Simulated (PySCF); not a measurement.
# C₄F₆: electronic excitations at several levels of theory

Aim: compute the electronic excitations of C₄F₆ (`FC1=C(F)C(F)(F)C1(F)F`) at several levels, and see how far they spread and what each costs.

The runs use PySCF 2.14.0, with density-fitted response routines of our own; the level of theory stands in each step. All values are computed, except where a source is named. Atoms are numbered from 0 throughout.

### Step 1. The molecule as given

10 atoms, charge 0, multiplicity 1; geometry from: GFN2-xTB.

Bonds of the start (Å): F0–C1 1.31, C1–C2 1.34, C2–F3 1.31, C2–C4 1.52, C4–F5 1.34, C4–F6 1.34, C4–C7 1.58, C7–F8 1.34, C7–F9 1.34, C7–C1 1.52.

### Step 2. Optimising the geometry at PBE0-D3(BJ)/def2-SVP

What the job is given:

```
{"job": {"xc": "PBE0", "basis": "def2-SVP", "d3": "d3bj", "grid": 2, "kind": "geom"}, "charge": 0, "multiplicity": 1}
F      1.470580     1.811070    -0.855100
C      0.792440     0.797560    -0.372110
C      1.107600    -0.360920     0.213300
F      2.224940    -0.961810     0.546220
C     -0.332350    -0.803250     0.391460
F     -0.710230    -1.901340    -0.281580
F     -0.769390    -0.941630     1.649300
C     -0.704950     0.564870    -0.304760
F     -1.351080     0.454330    -1.472060
F     -1.410240     1.414040     0.458810
```

The program printed:

```text
step   0  E = -750.10191036  max force = 0.013598
step   1  E = -750.10285769  max force = 0.003641
step   2  E = -750.10288236  max force = 0.000783
step   3  E = -750.10288484  max force = 0.000296
optimisation converged
```

Run time: 82 s. Hardware: 4 threads of AMD EPYC (Zen 3), shared host.

Along the way:

```tsv
step	energy from step 0 (eV)	largest force component (eV/Å)
0	0.0000	0.6992
1	-0.0258	0.1872
2	-0.0264	0.0403
3	-0.0265	0.0152
```

Distances of close pairs at the start and the end, largest changes first:

```tsv
bond	before (Å)	after (Å)	change (Å)
C4–C7	1.580	1.562	-0.018
C2–C4	1.517	1.500	-0.017
C1–C7	1.517	1.501	-0.016
C2–F3	1.312	1.301	-0.011
F0–C1	1.312	1.301	-0.011
C1–C2	1.336	1.342	+0.006
C4–F5	1.342	1.337	-0.005
C7–F9	1.342	1.337	-0.005
```

The end geometry stands in the next job.

```tsv
at the end point	value
point group (found at 0.08 Å tolerance)	C2v
rotational constants (GHz, main isotopes)	1.472, 1.461, 0.989
dipole moment (D)	1.33
```

### Step 3. TDDFT and polarisability: CAM-B3LYP/def2-SVPD

What the job is given:

```
{"job": {"kind": "uv", "xc": "CAM-B3LYP", "basis": "def2-SVPD", "nstates": 12, "ntriplets": 4}, "charge": 0, "multiplicity": 1}
F      1.460294     1.805281    -0.842121
C      0.783104     0.801397    -0.367125
C      1.099799    -0.362635     0.221087
F      2.209915    -0.954354     0.551834
C     -0.327484    -0.795919     0.382710
F     -0.700061    -1.881264    -0.304158
F     -0.775508    -0.922976     1.636171
C     -0.696341     0.558792    -0.301596
F     -1.331471     0.432697    -1.471531
F     -1.404927     1.391902     0.468208
```

Method: TDDFT CAM-B3LYP/def2-SVPD, vertical, gas phase, core orbitals frozen in the response.

The program printed:

```text
coarse grid: 10864 points
cycle   1  E = -750.3387776500  dE =  2.245e+00  |g| = 1.141e+00  |ddm| = 4.722e+00
cycle   2  E = -750.1571529380  dE =  1.816e-01  |g| = 1.622e+00  |ddm| = 2.958e+00
cycle   3  E = -750.5753871662  dE = -4.182e-01  |g| = 9.395e-02  |ddm| = 1.428e+00
cycle   4  E = -750.5766458905  dE = -1.259e-03  |g| = 3.737e-02  |ddm| = 1.668e-01
cycle   5  E = -750.5768446086  dE = -1.987e-04  |g| = 1.626e-02  |ddm| = 4.997e-02
cycle   6  E = -750.5768866081  dE = -4.200e-05  |g| = 2.223e-03  |ddm| = 1.792e-02
cycle   7  E = -750.5768877038  dE = -1.096e-06  |g| = 6.168e-04  |ddm| = 4.789e-03
final grid: 114456 points
cycle   8  E = -750.6756709326  dE = -3.363e-05  |g| = 5.135e-03  |ddm| = 8.843e-02
cycle   9  E = -750.6756682268  dE =  2.706e-06  |g| = 6.703e-03  |ddm| = 9.571e-03
cycle  10  E = -750.6756750343  dE = -6.808e-06  |g| = 2.894e-04  |ddm| = 4.871e-03
cycle  11  E = -750.6756750465  dE = -1.220e-08  |g| = 1.820e-04  |ddm| = 6.317e-04
cycle  12  E = -750.6756750521  dE = -5.626e-09  |g| = 4.251e-05  |ddm| = 2.032e-04
cycle  13  E = -750.6756750524  dE = -2.904e-10  |g| = 8.227e-06  |ddm| = 5.637e-05
converged SCF energy = -750.6756750524

Static polarisability (au): isotropic 48.665, principal 40.990 49.495 55.510

Singlet excitations
state   eV       nm        f      main configurations
  1   7.2971    169.9   0.02217   H->L+1 0.94
  2   7.3900    167.8   0.00000   H-1->L 0.97
  3   7.7822    159.3   0.27330   H->L 0.95
  4   8.4927    146.0   0.00376   H-1->L+1 0.93
  5   9.4434    131.3   0.00000   H->L+2 0.92
  6   9.4610    131.0   0.01104   H-2->L 0.94
  7   9.6534    128.4   0.00000   H-3->L 0.93
  8   9.7796    126.8   0.00072   H->L+3 0.90
  9  10.0885    122.9   0.13471   H->L+4 0.64, H->L+6 0.24
 10  10.1815    121.8   0.00717   H-2->L+1 0.57, H-1->L+2 0.35
 11  10.2688    120.7   0.00470   H-1->L+4 0.56, H-1->L+6 0.29, H-1->L+11 0.11
 12  10.4236    118.9   0.00365   H-1->L+3 0.61, H-3->L+1 0.25

Triplet excitations (Tamm-Dancoff, eV): 4.6761 6.9183 7.0932 8.1956
```

Run time: 2.1 min. Hardware: 4 threads of AMD EPYC (Zen 3), shared host.

Frontier orbitals and where they lie:

```tsv
orbital	eV	atoms
HOMO−3	-13.94	F0 15 %, F3 15 %, F9 10 %
HOMO−2	-13.43	F5 13 %, F6 13 %, F8 13 %
HOMO−1	-11.54	C4 15 %, C7 15 %, F5 11 %
HOMO	-10.61	C1 28 %, C2 28 %, F0 13 %
LUMO	0.02	C2 31 %, C1 31 %, F3 10 %
LUMO+1	0.28	C1 23 %, C2 23 %, F0 10 %
LUMO+2	1.76	F3 21 %, F0 21 %, F8 9 %
```

With each of the 12 states as a Gaussian band of 0.4 eV half-width at 1/e, the curve within the window shown has maxima at 160 nm (ε 11,000), 123 nm (ε 6,000) L/(mol cm). Beyond the last state computed it falls off for lack of states. The curve at chosen wavelengths:

| nm | ε (L/mol/cm) |
| --- | --- |
| 116 | 621 |
| 119 | 2872 |
| 122 | 5690 |
| 124 | 5857 |
| 127 | 3574 |
| 130 | 1463 |
| 133 | 608 |
| 135 | 356 |
| 138 | 159 |
| 141 | 126 |
| 144 | 261 |
| 146 | 542 |
| 149 | 1689 |
| 152 | 4258 |
| 155 | 7872 |
| 157 | 9990 |
| 160 | 11282 |
| 163 | 9930 |
| 166 | 7117 |
| 168 | 5218 |
| 171 | 2996 |
| 174 | 1620 |
| 177 | 848 |
| 179 | 540 |
| 182 | 262 |
| 185 | 118 |

Ground-state properties from the same run:

```tsv
property	computed
dipole moment (D)	1.43
polarisability (Å³)	7.21
HOMO–LUMO gap (eV)	10.63
−ε(HOMO) (eV)	10.61
```

### Step 4. Ultraviolet spectrum: PBE0/def2-SVPD

The job, as its differences from that of step 3:

```diff
@@ -1,2 +1,2 @@
-{"job": {"kind": "uv", "xc": "CAM-B3LYP", "basis": "def2-SVPD", "nstates": 12, "ntriplets": 4}, "charge": 0, "multiplicity": 1}
+{"job": {"kind": "uv", "xc": "PBE0", "basis": "def2-SVPD", "nstates": 12, "ntriplets": 4}, "charge": 0, "multiplicity": 1}
 F      1.460294     1.805281    -0.842121
```

With the program's defaults for keys left out, this is: TDDFT PBE0/def2-SVPD, vertical, gas phase, core orbitals frozen in the response.

The program printed:

```text
coarse grid: 10864 points
cycle   1  E = -749.8776076627  dE =  2.053e+00  |g| = 1.007e+00  |ddm| = 4.752e+00
cycle   2  E = -749.5945569471  dE =  2.831e-01  |g| = 1.677e+00  |ddm| = 3.062e+00
cycle   3  E = -750.0518219470  dE = -4.573e-01  |g| = 9.511e-02  |ddm| = 1.696e+00
cycle   4  E = -750.0530329976  dE = -1.211e-03  |g| = 4.544e-02  |ddm| = 1.971e-01
cycle   5  E = -750.0533339770  dE = -3.010e-04  |g| = 1.462e-02  |ddm| = 5.596e-02
cycle   6  E = -750.0533674542  dE = -3.348e-05  |g| = 1.295e-03  |ddm| = 1.547e-02
cycle   7  E = -750.0533677563  dE = -3.021e-07  |g| = 4.575e-04  |ddm| = 2.717e-03
final grid: 114456 points
cycle   8  E = -750.1506297509  dE = -3.407e-05  |g| = 7.346e-03  |ddm| = 1.100e-01
cycle   9  E = -750.1506155243  dE =  1.423e-05  |g| = 1.192e-02  |ddm| = 1.946e-02
cycle  10  E = -750.1506393964  dE = -2.387e-05  |g| = 4.367e-04  |ddm| = 1.111e-02
cycle  11  E = -750.1506394235  dE = -2.716e-08  |g| = 2.229e-04  |ddm| = 1.010e-03
cycle  12  E = -750.1506394309  dE = -7.366e-09  |g| = 5.831e-05  |ddm| = 2.776e-04
cycle  13  E = -750.1506394315  dE = -5.975e-10  |g| = 9.439e-06  |ddm| = 8.958e-05
converged SCF energy = -750.1506394315

Static polarisability (au): isotropic 48.690, principal 40.958 49.790 55.322

Singlet excitations
state   eV       nm        f      main configurations
  1   7.1174    174.2   0.00000   H-1->L 0.99
  2   7.2883    170.1   0.02240   H->L+1 0.98
  3   7.8222    158.5   0.26254   H->L 0.95
  4   8.2144    150.9   0.00412   H-1->L+1 0.98
  5   9.1663    135.3   0.01294   H-2->L 0.96
  6   9.3094    133.2   0.00000   H->L+2 0.94
  7   9.3894    132.0   0.00000   H-3->L 0.93
  8   9.5323    130.1   0.00026   H->L+3 0.97
  9   9.8264    126.2   0.10083   H->L+4 0.85, H-4->L 0.08
 10   9.9099    125.1   0.02299   H-4->L 0.91
 11  10.0053    123.9   0.01031   H-2->L+1 0.59, H-1->L+2 0.37
 12  10.0502    123.4   0.00414   H-1->L+4 0.89

Triplet excitations (Tamm-Dancoff, eV): 4.7150 6.8007 6.8955 7.9060
```

It took 1.9 min on 4 threads of AMD EPYC (Zen 3), shared host.

In short: HOMO -9.22 eV, LUMO -1.11 eV; lowest singlet 7.12 eV.

### Step 5. TDDFT and polarisability: PBE/def2-SVPD

The job, as its differences from that of step 4:

```diff
@@ -1,2 +1,2 @@
-{"job": {"kind": "uv", "xc": "PBE0", "basis": "def2-SVPD", "nstates": 12, "ntriplets": 4}, "charge": 0, "multiplicity": 1}
+{"job": {"kind": "uv", "xc": "PBE", "basis": "def2-SVPD", "nstates": 12, "ntriplets": 4}, "charge": 0, "multiplicity": 1}
 F      1.460294     1.805281    -0.842121
```

Method: TDDFT PBE/def2-SVPD, vertical, gas phase, core orbitals frozen in the response.

The program printed:

```text
coarse grid: 10864 points
cycle   1  E = -749.8891469408  dE =  1.836e+00  |g| = 9.320e-01  |ddm| = 5.029e+00
cycle   2  E = -749.3493984316  dE =  5.397e-01  |g| = 2.068e+00  |ddm| = 3.062e+00
cycle   3  E = -750.0267303132  dE = -6.773e-01  |g| = 1.498e-01  |ddm| = 1.962e+00
cycle   4  E = -750.0303260058  dE = -3.596e-03  |g| = 7.816e-02  |ddm| = 3.338e-01
cycle   5  E = -750.0313119241  dE = -9.859e-04  |g| = 2.263e-02  |ddm| = 7.867e-02
cycle   6  E = -750.0313956767  dE = -8.375e-05  |g| = 4.238e-03  |ddm| = 3.220e-02
cycle   7  E = -750.0313992722  dE = -3.595e-06  |g| = 1.102e-03  |ddm| = 8.213e-03
final grid: 114456 points
cycle   8  E = -750.1624273358  dE = -3.792e-05  |g| = 1.506e-02  |ddm| = 1.477e-01
cycle   9  E = -750.1622822886  dE =  1.450e-04  |g| = 3.297e-02  |ddm| = 4.285e-02
cycle  10  E = -750.1624663660  dE = -1.841e-04  |g| = 1.361e-03  |ddm| = 2.992e-02
cycle  11  E = -750.1624666382  dE = -2.722e-07  |g| = 6.225e-04  |ddm| = 2.340e-03
cycle  12  E = -750.1624667038  dE = -6.555e-08  |g| = 1.977e-04  |ddm| = 8.946e-04
cycle  13  E = -750.1624667124  dE = -8.632e-09  |g| = 6.931e-05  |ddm| = 3.282e-04
cycle  14  E = -750.1624667135  dE = -1.061e-09  |g| = 1.551e-05  |ddm| = 9.861e-05
cycle  15  E = -750.1624667135  dE = -4.889e-11  |g| = 4.864e-06  |ddm| = 2.785e-05
converged SCF energy = -750.1624667135

Static polarisability (au): isotropic 51.414, principal 43.060 53.107 58.074

Singlet excitations
state   eV       nm        f      main configurations
  1   6.1801    200.6   0.00000   H-1->L 1.00
  2   6.6063    187.7   0.01336   H->L+1 0.99
  3   6.9962    177.2   0.00355   H-1->L+1 0.99
  4   7.3762    168.1   0.20109   H->L 0.88
  5   8.0609    153.8   0.01288   H-2->L 0.97
  6   8.0652    153.7   0.00099   H-3->L 0.99
  7   8.3232    149.0   0.00000   H-4->L 0.97
  8   8.4148    147.3   0.00000   H->L+2 0.98
  9   8.5293    145.4   0.00012   H->L+4 1.00
 10   8.6049    144.1   0.00016   H-5->L 0.67, H-2->L+1 0.31
 11   8.6354    143.6   0.00001   H-6->L 0.87, H->L+3 0.13
 12   8.7487    141.7   0.07883   H-2->L+1 0.53, H-5->L 0.26, H-1->L+2 0.15

Triplet excitations (Tamm-Dancoff, eV): 4.7599 5.9191 6.3010 6.7629
```

Run time: 85 s. Hardware: 4 threads of AMD EPYC (Zen 3), shared host.

This run: HOMO -7.79 eV, LUMO -2.10 eV; lowest singlet 6.18 eV.

### Step 6. Excited states and response: B3LYP/def2-SVPD

The job, as its differences from that of step 5:

```diff
@@ -1,2 +1,2 @@
-{"job": {"kind": "uv", "xc": "PBE", "basis": "def2-SVPD", "nstates": 12, "ntriplets": 4}, "charge": 0, "multiplicity": 1}
+{"job": {"kind": "uv", "xc": "B3LYP", "basis": "def2-SVPD", "nstates": 12, "ntriplets": 4}, "charge": 0, "multiplicity": 1}
 F      1.460294     1.805281    -0.842121
```

With the program's defaults for keys left out, this is: TDDFT B3LYP/def2-SVPD, vertical, gas phase, core orbitals frozen in the response.

The program printed:

```text
coarse grid: 10864 points
cycle   1  E = -750.5920475775  dE =  2.011e+00  |g| = 1.044e+00  |ddm| = 4.779e+00
cycle   2  E = -750.2095455925  dE =  3.825e-01  |g| = 1.878e+00  |ddm| = 3.092e+00
cycle   3  E = -750.7745539051  dE = -5.650e-01  |g| = 1.013e-01  |ddm| = 1.742e+00
cycle   4  E = -750.7758733566  dE = -1.319e-03  |g| = 5.516e-02  |ddm| = 2.174e-01
cycle   5  E = -750.7763316145  dE = -4.583e-04  |g| = 1.570e-02  |ddm| = 6.015e-02
cycle   6  E = -750.7763694906  dE = -3.788e-05  |g| = 1.810e-03  |ddm| = 1.840e-02
cycle   7  E = -750.7763701606  dE = -6.700e-07  |g| = 4.442e-04  |ddm| = 3.604e-03
final grid: 114456 points
cycle   8  E = -750.8735827782  dE = -3.904e-05  |g| = 6.577e-03  |ddm| = 1.152e-01
cycle   9  E = -750.8735703056  dE =  1.247e-05  |g| = 1.099e-02  |ddm| = 1.407e-02
cycle  10  E = -750.8735895938  dE = -1.929e-05  |g| = 4.426e-04  |ddm| = 9.111e-03
cycle  11  E = -750.8735896209  dE = -2.706e-08  |g| = 2.233e-04  |ddm| = 7.079e-04
cycle  12  E = -750.8735896289  dE = -8.066e-09  |g| = 4.976e-05  |ddm| = 2.565e-04
cycle  13  E = -750.8735896293  dE = -3.831e-10  |g| = 1.457e-05  |ddm| = 7.587e-05
converged SCF energy = -750.8735896293

Static polarisability (au): isotropic 49.198, principal 41.361 50.311 55.922

Singlet excitations
state   eV       nm        f      main configurations
  1   6.9728    177.8   0.00000   H-1->L 0.99
  2   7.0582    175.7   0.02030   H->L+1 0.99
  3   7.6906    161.2   0.25478   H->L 0.94
  4   7.9565    155.8   0.00398   H-1->L+1 0.99
  5   8.9742    138.2   0.01270   H-2->L 0.96
  6   8.9831    138.0   0.00001   H->L+2 0.98
  7   9.1881    134.9   0.00025   H->L+3 0.98
  8   9.2041    134.7   0.00000   H-4->L 0.97
  9   9.5461    129.9   0.02024   H-3->L 0.67, H->L+4 0.32
 10   9.6018    129.1   0.08487   H->L+4 0.63, H-3->L 0.33
 11   9.7176    127.6   0.00881   H-2->L+1 0.59, H-1->L+2 0.37
 12   9.8864    125.4   0.00366   H-1->L+4 0.92

Triplet excitations (Tamm-Dancoff, eV): 4.7432 6.6994 6.7158 7.7023
```

Run time: 1.8 min. Hardware: 4 threads of AMD EPYC (Zen 3), shared host.

This run: HOMO -8.98 eV, LUMO -1.40 eV; lowest singlet 6.97 eV.

### Step 7. Run by run: electronic excitations

Excitations and ground-state properties, with basis size and wall time:

```tsv
run	lowest singlet (eV)	brightest (eV)	f	gap (eV)	α (Å³)	μ (D)	functions	time
CAM-B3LYP/def2-SVPD	7.30	7.78	0.273	10.63	7.21	1.43	218	2.1 min
PBE0/def2-SVPD	7.12	7.82	0.263	8.10	7.22	1.43	218	1.9 min
PBE/def2-SVPD	6.18	7.38	0.201	5.68	7.62	1.44	218	85 s
B3LYP/def2-SVPD	6.97	7.69	0.255	7.58	7.29	1.44	218	1.8 min
```

### Step 8. Summary of results

```
                                quantity                        value
                             point group                          C2v
    rotational constants (main isotopes)         1.47, 1.46, 0.99 GHz
    lowest singlet (CAM-B3LYP/def2-SVPD)  7.30 eV (170 nm), f = 0.022
brightest single state of those computed  state 3, 7.78 eV, f = 0.273
                          lowest triplet                      4.68 eV
             range of the lowest singlet              6.18 to 7.30 eV
```

**Reading.** Single values in the summary come from the first sound run of each kind (CAM-B3LYP/def2-SVPD), which need not be the best level. Relaxing lowered the energy by 0.027 eV in 3 steps; the close pair that moved most is C4–C7, from 1.580 to 1.562 Å. The lowest singlet, at 7.30 eV, is HOMO→LUMO+1 0.94 and is weak; of the 12 states computed, the strongest absorption comes from state 3 at 7.78 eV. The lowest triplet lies 2.62 eV below the lowest singlet (triplets in Tamm-Dancoff, singlets in full TDDFT). The lowest singlet runs from 6.18 eV (PBE/def2-SVPD) to 7.30 eV (CAM-B3LYP/def2-SVPD), while the orbital gap spans 5.68 to 10.63 eV: the excitation energy moves far less from run to run than the orbital gap does. The lowest state need not be the same one in every run.
